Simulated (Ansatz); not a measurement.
# ScIn3, space group Pm-3m: a single point

Computed with Ansatz 0.2.0 through its Python package.

Contents of `POSCAR_scin3`:
```text
ScIn3
1.0
   4.46000000    0.00000000    0.00000000
   0.00000000    4.46000000    0.00000000
   0.00000000    0.00000000    4.46000000
Sc In
1 3
Direct
   0.00000000    0.00000000    0.00000000
   0.00000000    0.50000000    0.50000000
   0.50000000    0.00000000    0.50000000
   0.50000000    0.50000000    0.00000000
```

Interactive session:
```pycon
>>> import ansatz as az
>>> from ase.io import read
>>> SMEARING = "cold"
>>> SIGMA = 0.1
>>> FUNCTIONAL = "r2scan"
>>> K_SPACING = 0.29
>>> SCF_TOL = 1e-08
>>> atoms = read("POSCAR_scin3", format="vasp")
>>> crystal = az.Crystal.from_ase(atoms)
>>> len(crystal.resolved().sites)
4
>>> # functional, basis and sampling
>>> job = crystal.calculation()
>>> job = job.occupations(SMEARING, width=SIGMA)
>>> job = job.functional(FUNCTIONAL)
>>> job = job.kpoints(spacing=K_SPACING)
>>> job = job.pseudopotentials("paw")
>>> job = job.scf(tolerance=SCF_TOL)
>>> job = job.forces()
>>> job = job.band_table()
>>> session = job.session()
DeckWarning: basis.ecutwfc = 500 eV, auto-derived from the records' recommended cutoffs: set by Sc (their level for a meta-GGA)
>>> planned = session.plan(threads=1)
>>> result = planned.execute()

>>> rep = result.report
>>> [(site.symbol, site.position_frac.round(4).tolist()) for site in result.lattice.sites]
[(<Element.SC: 'Sc'>, [0.0, 0.0, 0.0]), (<Element.IN: 'In'>, [0.0, 0.5, 0.5]), (<Element.IN: 'In'>, [0.5, 0.0, 0.5]), (<Element.IN: 'In'>, [0.5, 0.5, 0.0])]
>>> sorted(key for key in rep if key.endswith("_ev"))
['eigenvalues_ev', 'energy_sigma0_ev', 'entropy_ts_ev', 'fermi_energy_ev', 'free_energy_ev', 'gap_by_band_count_ev', 'harris_foulkes_ev', 'internal_energy_ev', 'lagrangian_above_aufbau_ev', 'lagrangian_ev', 'lagrangian_sigma0_ev', 'loop_fermi_energy_ev', 'occupations_fermi_energy_ev', 'residual_norms_ev']
>>> print("%-22s %14.5f eV" % ("F = E - TS", rep["free_energy_ev"]))
F = E - TS               -18977.65721 eV
>>> print("%-22s %14.5f eV" % ("E", rep["internal_energy_ev"]))
E                        -18977.65354 eV
>>> print("%-22s %14.5f eV" % ("Harris-Foulkes", rep["harris_foulkes_ev"]))
Harris-Foulkes           -18977.65721 eV
>>> print("%-22s %14.5f eV" % ("Fermi level", rep["fermi_energy_ev"]))
Fermi level                  12.38784 eV
>>> # forces, one row an atom
>>> print("forces (eV/A)")
forces (eV/A)
>>> for site, force in zip(result.lattice.sites, rep["forces_ev_ang"]):
...     print(f"  {site.symbol:2s} {force[0]:9.4f} {force[1]:9.4f} {force[2]:9.4f}")
...
  Sc   -0.0000    0.0000    0.0000
  In    0.0000    0.0000    0.0000
  In    0.0000   -0.0000    0.0000
  In    0.0000    0.0000   -0.0000
>>> print("band  energy (eV)  occupation, at k =", rep["kpoints_frac"][0])
band  energy (eV)  occupation, at k = [0.0, 0.0, 0.0]
>>> for band, (e, occ) in enumerate(zip(rep["eigenvalues_ev"][0], rep["occupations"][0]), start=1):
...     print(f"{band:4d} {e:12.4f} {occ:9.4f}")
...
   1     -39.7975    2.0000
   2     -17.4647    2.0000
   3     -17.4647    2.0000
   4     -17.4647    2.0000
   5      -3.3921    2.0000
   6      -3.3829    2.0000
   7      -3.3829    2.0000
   8      -3.3829    2.0000
   9      -3.1440    2.0000
  10      -3.1440    2.0000
  11      -2.9097    2.0000
  12      -2.9097    2.0000
  13      -2.9097    2.0000
  14      -2.7912    2.0000
  15      -2.7912    2.0000
  16      -2.5989    2.0000
  17      -2.5600    2.0000
  18      -2.5600    2.0000
  19      -2.5600    2.0000
  20       1.8179    2.0000
  21       9.7005    2.0000
  22       9.7005    2.0000
  23      10.1213    2.0000
  24      10.1213    2.0000
  25      10.1213    2.0000
  26      13.7667    0.0000
  27      13.7667    0.0000
  28      13.7667    0.0000
  29      15.1193    0.0000
  30      15.4720    0.0000
```

Absolute energies stand on the zero of these potentials, so only differences at equal settings mean something. A total without «per atom» is that of the cell as typed. The computed bands are complete only to about 2.1 eV above the Fermi level. For a metal this k-point mesh is coarse: on a finer one energies can move by several to tens of meV an atom and pressures by half a GPa or more, differences at one mesh by less. Only differences from the Fermi energy are physical; the zero of the scale is a convention. A gap by band count of zero or less means overlapping bands, a metal. The structure is a deposited one; some such entries were measured under pressure or heat, so a shift against it needn't be the functional's error alone. Levels are Kohn-Sham eigenvalues on this mesh, without spin-orbit coupling. Warnings are shown shortened and without file and line. Hardware and time: 6.3 s on 1 thread of Arm Neoverse V1 (shared host), peak memory 0.67 GiB.

(Lines on the test bed's own set-up are left out of the output.)
